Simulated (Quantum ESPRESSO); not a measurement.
The system is InTe2.

```xyz
3
Lattice="0.0000 3.6301 3.6301 3.6301 0.0000 3.6301 3.6301 3.6301 0.0000" Properties=species:S:1:pos:R:3 pbc="T T T"
In    5.4451    5.4451    5.4451
Te    0.0000    0.0000    0.0000
Te    1.8150    1.8150    1.8150
```

The cell was built by a generator and needn't be a form met in nature.

| Property | Result |
| --- | --- |
| Program | Quantum ESPRESSO 7.5 |
| Task | phonon dispersion |
| Functional | PBE |
| Potentials or basis | GBRV 1.5 PBE |
| Cutoff | 762 eV |
| Density cutoff | 6095 eV |
| k mesh | 2 × 2 × 2, shifted |
| Occupations | fermi-dirac, width 0.05 eV |
| Spin | no spin polarisation |
| Mixing beta | 0.5 |
| Most SCF iterations | 120 |
| SCF threshold | 6e-10 Ry |
| q mesh | 2 × 2 × 2 |

The cell and the atoms were relaxed first, to 35.65 Å³/atom (a = 5.328 Å, b = 5.328 Å, c = 5.328 Å, α = 60.00°, β = 60.00°, γ = 60.00°), and the response was taken there.

Task: Is this structure dynamically stable at this level, and how far does the spectrum reach?

Result: No: the interpolated spectrum has imaginary modes, down to 135i cm⁻¹ near Γ. The highest frequency is 53 cm⁻¹.

Phonon frequencies at the corners of the path (cm⁻¹, interpolated; i marks imaginary ones):
```csv
point,frequencies
Γ,135i 135i 135i 0 0 0 48 48 48
X,86i 86i 66i 66i 58i 16 46 47 47
W,81i 77i 70i 67i 58i 55i 46 48 50
K,84i 80i 74i 66i 61i 44i 47 47 50
L,108i 83i 83i 76i 54i 54i 47 47 53
U,84i 80i 74i 66i 61i 44i 47 47 50
```

Phonon states per cell in windows of 10 cm⁻¹ (negative: imaginary):
| from (cm⁻¹) | total | In | Te |
| --- | --- | --- | --- |
| -140 | 0.01 | 0.00 | 0.01 |
| -130 | 0.15 | 0.00 | 0.14 |
| -120 | 0.29 | 0.01 | 0.28 |
| -110 | 0.48 | 0.01 | 0.47 |
| -100 | 0.64 | 0.01 | 0.63 |
| -90 | 0.91 | 0.01 | 0.90 |
| -80 | 0.62 | 0.02 | 0.60 |
| -70 | 0.77 | 0.03 | 0.74 |
| -60 | 0.88 | 0.03 | 0.86 |
| -50 | 0.58 | 0.03 | 0.55 |
| -40 | 0.31 | 0.03 | 0.29 |
| -30 | 0.20 | 0.02 | 0.18 |
| -20 | 0.10 | 0.01 | 0.09 |
| -10 | 0.04 | 0.01 | 0.03 |
| 0 | 0.01 | 0.00 | 0.01 |
| 10 | 0.00 | 0.00 | 0.00 |
| 20 | 0.00 | 0.00 | 0.00 |
| 30 | 0.00 | 0.00 | 0.00 |
| 40 | 2.72 | 2.53 | 0.19 |
| 50 | 0.28 | 0.24 | 0.04 |

A q mesh this small can miss soft modes between its points.

Caveat: the k mesh is coarse (spacing up to 0.75 Å⁻¹), so the values aren't converged; the mesh is thin for the phonons of a metal; some modes are imaginary; the q mesh is small, so phonon branches between its points and thermal values are rough.
